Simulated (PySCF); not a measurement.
# RuO: bond curves at several levels of theory

The task here is to estimate one member of a computed series from the others.

The runs use PySCF 2.14.0; Ru def2-TZVPP with ECP28, O def2-TZVPP, scalar-relativistic core potentials.

The first run:

Settings of the job:

```
atoms                         : Ru, O
charge                        : 0
basis                         : Ru def2-TZVPP with ECP28, O def2-TZVPP
Hamiltonian                   : scalar-relativistic core potentials
basis functions               : 87
electrons treated             : 24
masses in u                   : 101.9043, 15.9949
levels                        : PBE0, PBE, r²SCAN, PW91, r²SCANh, PBEsol, B97-3, ωB97X-V, HF, MP2, SCS-MP2
grid                          : 80 radial by 434 angular points
occupations                   : held fixed by the projection of orbital angular momentum
dissociation limit            : Ru + O, each in its ground configuration
starting distance in angstrom : 1.795
values of 2S to try           : 0, 2, 4, 6, 8
```

On the command line:

```bash
> OMP_NUM_THREADS=1 python dia.py task.json out
```

Steps of the session up to this table: Input; PBE0 along the bond; Other states along the same grid; PBE (GGA); r²SCAN; PW91; r²SCANh; PBEsol; B97-3 (global hybrid GGA); ωB97X-V; ROHF (mean field).

One table of the session follows, with a row left open; its other results are not shown here.

```
       level  Re (Å)  ωe (cm⁻¹)  De (eV)  μ (D)
        ROHF   1.669        937     0.58  -5.27
ROHF-SCS-MP2   1.681       1039     5.06    n/a
         PBE   1.707        895     5.86  -3.21
      PBEsol   1.695        922     6.33  -3.14
        PW91       ?          ?        ?      ?
      r²SCAN   1.692        936     5.43  -3.32
     r²SCANh   1.686        948     5.04  -3.48
        PBE0   1.687        938     4.78  -3.70
       B97-3   1.696        916     4.80  -3.85
     ωB97X-V   1.686        941     4.89  -4.05
```

**Question.** Estimate the row for PW91.

**Answer.** Re (Å): 1.707; ωe (cm⁻¹): 896; De (eV): 5.86; μ (D): -3.22.

De is counted to Ru + O in their ground configurations. A positive dipole means Ru(−)O(+). No constants: ROHF-MP2 (the points don't follow one smooth fit).

Time per point (s) on 1 thread of Intel Xeon Platinum 8488C, shared host (CPU time, shared integrals of 0.34 s apart; correlated levels include their reference); the times are rough: ROHF 1.6, ROHF-SCS-MP2 2.4, PBE 2, PBEsol 1.6, PW91 1.5, r²SCAN 2.8, r²SCANh 2.1, PBE0 2.2, B97-3 1.3, ωB97X-V 7.

To keep in mind: Lowest PBE0 solution found, without spin–orbit coupling: ⁵Δ (quintet), unpaired electrons σ ↑, π ↑↑, δ ↑. The state is the lowest single determinant that the PBE0 search found; with open d or f shells the true ground state can be another one. Spin–orbit coupling is left out.
